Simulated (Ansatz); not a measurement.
# LiBe16: the cost of one run

Method: DFT PBEsol, plane waves, PAW, scalar-relativistic, no spin polarisation, in Ansatz 0.2.0.

## 1. The system as given

The cell holds 17 atoms (Be16Li): a = 4.580 Å, b = 3.966 Å, c = 7.177 Å, α = 90.00°, β = 90.00°, γ = 90.00°.

Its coordinates follow in the input file.

## 2. Preparing the start

Input file input.yaml:

```yaml
accuracy: low
crystal:
  lattice:
    - [-2.29, -3.966396, 0.0]
    - [3.435, -1.983198, 0.0]
    - [0.0, 0.0, 7.17686]
  atoms:
    - { symbol: Be, position: [0.75, 0.5, 0.0] }
    - { symbol: Be, position: [0.5, 0.3333333, 0.25] }
    - { symbol: Be, position: [0.75, 0.5, 0.5] }
    - { symbol: Be, position: [0.5, 0.3333333, 0.75] }
    - { symbol: Be, position: [0.5, 0.0, 0.0] }
    - { symbol: Be, position: [0.25, 0.8333333, 0.25] }
    - { symbol: Be, position: [0.5, 0.0, 0.5] }
    - { symbol: Be, position: [0.25, 0.8333333, 0.75] }
    - { symbol: Be, position: [0.25, 0.5, 0.0] }
    - { symbol: Be, position: [0.0, 0.3333333, 0.25] }
    - { symbol: Be, position: [0.25, 0.5, 0.5] }
    - { symbol: Be, position: [0.0, 0.3333333, 0.75] }
    - { symbol: Be, position: [0.0, 0.0, 0.0] }
    - { symbol: Be, position: [0.75, 0.8333333, 0.25] }
    - { symbol: Be, position: [0.0, 0.0, 0.5] }
    - { symbol: Be, position: [0.75, 0.8333333, 0.75] }
    - { symbol: Li, position: [0.7359989, 0.1720046, 0.6228063] }
basis:
  ecutwfc: 420.0
kpoints:
  mp_grid: { grid: [2, 3, 2] }
hamiltonian:
  xc: pbesol
scf:
  occupations: { method: fermi_dirac, width: 0.15 }
  lower_state_search: "off"
relax:
  f_tol: 0.08
  max_steps: 25
  adjacent_minimum: "off"
```

On the command line:

```bash
ansatz run input.yaml --threads 1 --pin off --max-ram 3072MiB --backend cpu --events-out ev --progress --plain --runs-dir out
```

**Question.** How long does this run take on 1 thread of Arm Neoverse V1, shared host, and how much memory does it need?

About 37 s, with a peak of 0.31 GiB.
